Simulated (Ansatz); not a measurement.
# C2H5BO2: how energies converge with the basis set

An exercise on one series of results from a longer session: the logs are not shown, and one member is left open.

Computed with Ansatz 0.2.0, Gaussian basis. Level: one geometry, several basis sets.

The runs, in order: PBE0-D4/def2-SVP; ωB97M-V/def2-SVP; PBE0-D4/def2-QZVPP; ωB97M-V/def2-QZVPP; the functionals' def2-TZVPP values are taken from earlier runs.

### The geometry

All runs share one geometry, relaxed beforehand with PBE0-D4 in a triple-zeta def2 set.

SMILES `BOC1CO1`, 10 atoms, charge 0, spin multiplicity 1.

Atoms are counted from 1 here; the program's logs count them from 0.

Bond lengths: B1–O2 1.347 Å, B1–H6 1.194 Å, B1–H7 1.200 Å, O2–C3 1.386 Å, C3–C4 1.454 Å, C3–O5 1.386 Å, C3–H8 1.087 Å, C4–O5 1.431 Å, C4–H9 1.087 Å, C4–H10 1.086 Å. Angles: O2–B1–H6 116.4°, O2–B1–H7 120.4°, H6–B1–H7 123.1°, B1–O2–C3 123.0°, O2–C3–C4 122.0°, O2–C3–O5 115.3°, O2–C3–H8 111.4°, C4–C3–O5 60.5°, C4–C3–H8 121.8°, O5–C3–H8 115.6°, C3–C4–O5 57.4°, C3–C4–H9 120.5°, C3–C4–H10 118.6°, O5–C4–H9 115.6°, O5–C4–H10 114.9°, H9–C4–H10 116.1°, C3–O5–C4 62.1°.

Set-up of the first run:

Contents of in.yaml:

```yaml
crystal:
  periodic: [false, false, false]
  atoms:
    - {symbol: B, position_ang: [-1.489776, 0.049385, -0.906901]}
    - {symbol: O, position_ang: [-0.880834, -0.801587, -0.058328]}
    - {symbol: C, position_ang: [0.167801, -0.423522, 0.765502]}
    - {symbol: C, position_ang: [1.324029, 0.298561, 0.260244]}
    - {symbol: O, position_ang: [1.359348, -1.101147, 0.557501]}
    - {symbol: H, position_ang: [-2.397449, -0.394117, -1.544189]}
    - {symbol: H, position_ang: [-1.121235, 1.187737, -0.995006]}
    - {symbol: H, position_ang: [-0.152022, -0.341588, 1.801635]}
    - {symbol: H, position_ang: [1.909969, 0.932676, 0.919915]}
    - {symbol: H, position_ang: [1.363471, 0.542502, -0.797373]}
basis:
  gaussian: {orbitals: def2-SVP}
hamiltonian: {xc: pbe0, dispersion: d4}
output: {orbitals: {seedname: orbitals}}
```

The run is started by

```sh
$ ansatz run in.yaml --threads 2 --pin off --events-out ev --progress --plain --max-ram 4352MiB
```

Steps of the session up to this table: PBE0-D4 in def2-SVP; ωB97M-V in def2-SVP; PBE0-D4 in def2-QZVPP; ωB97M-V in def2-QZVPP.

One table of the session follows, with a row left open; its other results are not shown here.

```
functional       basis  HOMO (eV)
   PBE0-D4    def2-SVP      -8.39
   PBE0-D4  def2-TZVPP      -8.50
   PBE0-D4  def2-QZVPP      -8.54
   ωB97M-V    def2-SVP     -10.80
   ωB97M-V  def2-TZVPP          ?
   ωB97M-V  def2-QZVPP     -10.95
```

Q: Estimate the row for ωB97M-V, def2-TZVPP from the others.

**Answer.** HOMO (eV): -10.92. In the column «HOMO (eV)» it lies between ωB97M-V, def2-QZVPP (-10.95) and ωB97M-V, def2-SVP (-10.80).
